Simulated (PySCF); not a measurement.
# C4H11AsGe: the cost of one run

Programs: PySCF 2.14.0, with density-fitted response routines of our own. Each step states its level of theory. These are calculated values for one molecule, in the gas phase or a continuum, unless marked as measured. Atoms count from 0, in the outputs and in this text.

## 1. Starting geometry

17 atoms, charge 0, multiplicity 1; geometry from: GFN2-xTB. The atoms were then displaced at random by about 0.01 Å, so the start is not that level's minimum.

Bonds of the start (Å): C0–C1 1.32, C1–Ge2 1.96, Ge2–C3 1.95, Ge2–As4 2.44, As4–C5 1.99, C0–H6 1.10, C0–H7 1.06, C1–H8 1.07, Ge2–H9 1.56, C3–H10 1.12, C3–H11 1.07, C3–H12 1.12, As4–H13 1.50, C5–H14 1.08, C5–H15 1.09, C5–H16 1.10.

## 2. Optimising the geometry at PBE0-D3(BJ)/def2-SVP

What the job is given:

```
{"job": {"xc": "PBE0", "basis": "def2-SVP", "d3": "d3bj", "grid": 1, "shake": 0.01, "kind": "geom"}, "charge": 0, "multiplicity": 1}
C     -1.424720     1.140470     1.834900
C     -1.445470     0.816720     0.552350
Ge    -0.319570    -0.584600    -0.218750
C     -1.417400    -1.820600    -1.254990
As     1.490050     0.360060    -1.549830
C      2.521230     1.043130     0.007300
H     -2.054970     1.958510     2.222590
H     -0.807910     0.657880     2.543520
H     -2.078470     1.368030    -0.117210
H      0.229560    -1.353670     1.017930
H     -2.223900    -2.271860    -0.613670
H     -0.852250    -2.619410    -1.685140
H     -1.970570    -1.273550    -2.067140
H      2.176260    -0.968160    -1.575380
H      2.057820     1.943570     0.376170
H      2.555900     0.331150     0.831100
H      3.547890     1.284170    -0.293570
```

Command:

```
OMP_NUM_THREADS=1 python probes_run.py task.json out
```

This one command runs all jobs of the session in turn.

**Question.** How long does this first job take on 1 thread of Intel Xeon 6975P-C, shared host, and how much memory does it need?

About 88 s, with a peak of 0.79 GiB.
